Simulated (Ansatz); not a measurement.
# CH4ClIn: the cost of one run

Program: Ansatz 0.2.0. Level of theory: RHF/def2-SVP. These are calculated values, not measurements.

**1. Reference run: CH₄ClIn, relaxed**

input.yaml

```yaml
crystal:
  periodic: [false, false, false]
  atoms:
    - { symbol: In, position_ang: [-1.418153, -0.127679, 1.676173] }
    - { symbol: H, position_ang: [-0.047016, 0.306451, -0.101804] }
    - { symbol: C, position_ang: [0.516247, -0.674264, -0.246873] }
    - { symbol: H, position_ang: [0.522991, 0.557707, -0.877494] }
    - { symbol: Cl, position_ang: [-1.244424, 2.064094, 0.375972] }
    - { symbol: H, position_ang: [0.149518, -1.369005, -1.013271] }
    - { symbol: H, position_ang: [1.520936, -0.757303, 0.187298] }
basis:
  gaussian: { orbitals: def2-SVP }
hamiltonian:
  xc: hf
output:
  forces: true
relax:
  f_tol: 0.02
  max_steps: 120
  constraints: [{ distance: [1, 3] }, { distance: [0, 1] }, { distance: [2, 3] }]
  escape_saddle: false
```

On the command line:

```sh
ansatz run input.yaml --threads 1 --pin off --max-ram 2560MiB --backend cpu --events-out ev --progress --plain --runs-dir out
```

**Question.** How long does this run take on 1 thread of Arm Neoverse V1, shared host, and how much memory does it need?

About 11 s, with a peak of 0.15 GiB.
